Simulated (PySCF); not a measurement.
# CH9GeNOSi: the cost of one run

The runs use PySCF 2.14.0, with density-fitted response routines of our own; the level of theory stands in each step. All values are computed, except where a source is named. Atoms count from 0, in the outputs and in this text.

## Step 1: Starting geometry

14 atoms, charge 0, multiplicity 1; geometry from: GFN2-xTB. The atoms were then displaced at random by about 0.01 Å, so the start is not that level's minimum.

Bonds of the start (Å): C0–N1 1.41, N1–Si2 1.70, Si2–O3 1.67, O3–Ge4 1.69, C0–H5 1.11, C0–H6 1.11, C0–H7 1.07, N1–H8 1.02, Si2–H9 1.48, Si2–H10 1.45, Ge4–H11 1.48, Ge4–H12 1.50, Ge4–H13 1.50.

## Step 2: Optimising the geometry at PBE0-D3(BJ)/def2-SVP

The job: settings as JSON, then the geometry in Å.

```
{"job": {"xc": "PBE0", "basis": "def2-SVP", "d3": "d3bj", "grid": 1, "shake": 0.01, "kind": "geom"}, "charge": 0, "multiplicity": 1}
C     -2.658700    -0.152150     0.336020
N     -1.292930    -0.440050     0.528390
Si    -0.058140     0.682250     0.191580
O      1.339910    -0.082560     0.703260
Ge     2.953970    -0.371530     0.302110
H     -3.132900     0.375750     1.196040
H     -2.757640     0.539140    -0.521460
H     -3.229230    -1.031830     0.119350
H     -1.145380    -1.097030     1.293910
H     -0.064850     1.950670     0.954150
H     -0.038950     0.922480    -1.236470
H      3.013730    -1.165310    -0.947040
H      3.606550     0.973120     0.130230
H      3.457400    -1.118020     1.502220
```

On the command line:

```
OMP_NUM_THREADS=1 python probes_run.py task.json out
```

One launch serves the whole session: the jobs run in the order shown.

**Question.** How long does this first job take on 1 thread of Arm Neoverse V1, shared host, and how much memory does it need?

About 3.9 min, with a peak of 0.55 GiB.
